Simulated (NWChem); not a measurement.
**One shape, several levels: CdF2 (SMILES [F][Cd][F])**

Aim: a comparison of 6 runs (HF/STO-3G, HF/3-21G, HF/def2-SVP, PBE0/def2-TZVP, wB97X/STO-3G, PBE0/def2-SVP) of CdF2. 

Program for the calculation: NWChem 7.3.0.

**1. The structure to begin with**

The species is CdF2 (3 atoms), meant as a singlet with charge 0. As SMILES, `[F][Cd][F]`. The coordinates come from a PBE0-D4/def2-TZVP relaxation.

Bond lengths: F1–Cd2 1.921 Å, Cd2–F3 1.921 Å. Angles: F1–Cd2–F3 180.0°.

**2. Energy and gradient at HF/STO-3G (run 1)**

work.nw

```
START work
memory stack 880 mb heap 220 mb global 1100 mb

GEOMETRY units atomic noautosym nocenter noautoz
 F    2.75654350   1.61212536   1.66976200
 Cd  -0.00699199  -0.04062911  -0.00831479
 F   -2.77014953  -1.69376153  -1.68639159
END

BASIS "ao basis" spherical bse
 F library STO-3G
 Cd library STO-3G
END

SCF
 thresh 1e-08
 maxiter 80
 noprint "final vectors analysis"
END

TASK scf gradient
```

Launch:

```console
$ nwchem work.nw > work.out
```

Standard output:

```text
[...]
  functions       =    37
[...]
  wavefunction    = RHF
[...]
         Total SCF energy =  -5607.687001149762
      One-electron energy =  -8270.467043177885
      Two-electron energy =   2413.675932101918
 Nuclear repulsion energy =    249.104109926205
        Time for solution =      2.7s
[...]
                         RHF ENERGY GRADIENTS
    atom               coordinates                        gradient
                 x          y          z           x          y          z
   1 F       2.756544   1.612125   1.669762    0.047777   0.028569   0.029009
   2 Cd     -0.006992  -0.040629  -0.008315   -0.000025   0.000004  -0.000008
   3 F      -2.770150  -1.693762  -1.686392   -0.047752  -0.028573  -0.029002
[...]
```

It took 4.2 s on 1 thread of Intel Xeon Platinum 8375C at 2.90GHz (Ice Lake), shared host; peak memory 0.099 GiB.

**3. Energy and forces at HF/3-21G (run 2)**

work.xyz

```xyz
3

F      1.458700     0.853100     0.883600
Cd    -0.003700    -0.021500    -0.004400
F     -1.465900    -0.896300    -0.892400
```

work.nw

```
start work
memory stack 880 mb heap 220 mb global 1100 mb

geometry noautosym nocenter noautoz
  load work.xyz
end

basis spherical bse
  * library 3-21G
end

scf
  thresh 1e-08
  maxiter 80
  print medium
end

task scf gradient
```

Launch:

```console
$ nwchem work.nw > work.out
```

Standard output:

```text
[...]
  functions       =    54
[...]
  wavefunction    = RHF
[...]
         Total SCF energy =  -5637.664160313329
      One-electron energy =  -8294.750341270634
      Two-electron energy =   2407.982052940890
 Nuclear repulsion energy =    249.104128016415
        Time for solution =      4.5s
[...]
                         RHF ENERGY GRADIENTS
    atom               coordinates                        gradient
                 x          y          z           x          y          z
   1 F       2.756543   1.612125   1.669762   -0.010786  -0.006453  -0.006550
   2 Cd     -0.006992  -0.040629  -0.008315   -0.000027  -0.000013  -0.000016
   3 F      -2.770149  -1.693761  -1.686391    0.010813   0.006467   0.006566
[...]
```

It took 6 s on 1 thread of Intel Xeon Platinum 8375C at 2.90GHz (Ice Lake), shared host; peak memory 0.1 GiB.

Runs 3 to 5 aren't shown in full; the table further down has their settings and results.

**4. Energy and forces at PBE0/def2-SVP (core potential) (run 6)**

run.py

```python
from ase import Atoms
from ase.calculators.nwchem import NWChem

system = Atoms(['F', 'Cd', 'F'], positions=[
    [1.458700, 0.853100, 0.883600],
    [-0.003700, -0.021500, -0.004400],
    [-1.465900, -0.896300, -0.892400],
])

calc = NWChem(
    label='input',
    theory='dft',
    memory='2200 mb',
    basis='def2-SVP',
    basispar='spherical bse',
    dft={'xc': 'pbe0', 'mult': '1', 'grid': 'xfine', 'convergence': 'energy 1e-08', 'iterations': '100', 'mulliken': None},
    **{'ecp bse': {'Cd library': 'def2-SVP'}},
)
system.calc = calc

forces = system.get_forces()
print(f"energy = {system.get_potential_energy():.6f} eV")
print("forces (eV/A):")
for s, f in zip(system.symbols, forces):
    print(f"{s:2s} {f[0]:10.5f} {f[1]:10.5f} {f[2]:10.5f}")
print("dipole (e A):", system.get_dipole_moment().round(4))
```

Launch:

```console
$ export ASE_NWCHEM_COMMAND="nwchem PREFIX.nwi > PREFIX.nwo"
$ python run.py
```

Standard output:

```text
energy = -9988.593680 eV
forces (eV/A):
F    -0.05019   -0.02988   -0.03044
Cd    0.00123    0.00041    0.00067
F     0.04895    0.02941    0.02977
dipole (e A): [-0.0001  0.0001 -0.    ]
```

The calculator wrote input.nwi:

```
title "input"

permanent_dir input

scratch_dir input

start input

geometry units angstrom nocenter noautosym noautoz
  F  1.4587000000000001e+00 8.5309999999999997e-01 8.8360000000000005e-01
  Cd -3.7000000000000002e-03 -2.1499999999999998e-02 -4.4000000000000003e-03
  F  -1.4659000000000000e+00 -8.9629999999999999e-01 -8.9239999999999997e-01
end

memory 2200 mb

basis spherical bse noprint
   * library def2-SVP
end

dft
  xc pbe0
  mult 1
  grid xfine
  convergence energy 1e-08
  iterations 100
  mulliken
end
ecp bse
  Cd library def2-SVP
end

task dft gradient
```

input.nwo:

```text
Northwest Computational Chemistry Package (NWChem) 7.3.0
             --------------------------------------------------------

           Job information
           ---------------

    nwchem branch   = 7.3.0
    use scalapack   = T
    input           = input.nwi
    prefix          = input.
    data base       = input/input.db
    status          = startup
    nproc           =        1

           Memory information
           ------------------

[... 5 lines left out ...]
    hardfail = no
[... 88 lines left out ...]
  convergence criterion.
[... 40 lines left out ...]
          Spatial weights used:  Erf1
[... 32 lines left out ...]
 1-e energy   =    -795.660310
[... 47 lines left out ...]
           Coulomb energy =      355.528142858194
[... 491 lines left out ...]
          Convergence on density requested:  1.00D-05
[... 26 lines left out ...]
          total energy or number of iterations.
[... 34 lines left out ...]
                 ----------------------------------------
                 |  Time  |  1-e(secs)   |  2-e(secs)   |
                 ----------------------------------------
                 |  CPU   |       0.01   |       0.82   |
                 ----------------------------------------
                 |  WALL  |       0.01   |       0.82   |
                 ----------------------------------------

 Task  times  cpu:       14.6s     wall:       14.6s
 Total times  cpu:       14.6s     wall:       14.6s
```

It took 16 s on 1 thread of Intel Xeon Platinum 8375C at 2.90GHz (Ice Lake), shared host; peak memory 0.13 GiB.

**5. Overview of the runs**

| run | level | core potential | iteration cap | energy (Eh) | dipole moment (D) | largest force (eV/Å) | wall time |
| --- | --- | --- | --- | --- | --- | --- | --- |
| 1 | HF/STO-3G | – | 80 | -5607.687001 | 0.00 | 3.228 | 4.2 s |
| 2 | HF/3-21G | – | 80 | -5637.664160 | 0.00 | 0.731 | 6 s |
| 3 | HF/def2-SVP (core potential) | def2-SVP | 80 | -365.561105 | – | 0.257 | 6.6 s |
| 4 | PBE0/def2-TZVP (core potential) | def2-TZVP | 100 | -367.369043 | – | 0.004 | 16 s |
| 5 | wB97X/STO-3G | – | 100 | -5610.456642 | 0.00 | 3.874 | 11 s |
| 6 | PBE0/def2-SVP (core potential) | def2-SVP | 100 | -367.074050 | 0.00 | 0.066 | 16 s |

**6. What came out**

| quantity | value |
| --- | --- |
| run 6: total energy | -367.07405 Eh |
| run 6: dipole moment | 0.00 D |
| run 6: HOMO energy | -9.61 eV |
| run 6: LUMO energy | -2.15 eV |
| run 6: HOMO–LUMO gap | 7.46 eV |
| run 6: largest force on an atom | 0.066 eV/Å |

**Reading.** Over runs 2, 5, 6 the HOMO–LUMO gap runs from 7.46 eV (PBE0/def2-SVP) to 14.49 eV (HF/3-21G). The two ends differ in method and basis and core potential. Totals of different functionals can't be ranked against each other. Some runs of one species differ in core potentials or relativity; totals across that change don't compare. In runs 1, 5 the basis is minimal, so the values are rough. In runs 1, 2, 5 relativity is left out where basis or elements ask for it. All runs together took 59 s, the longest 16 s.
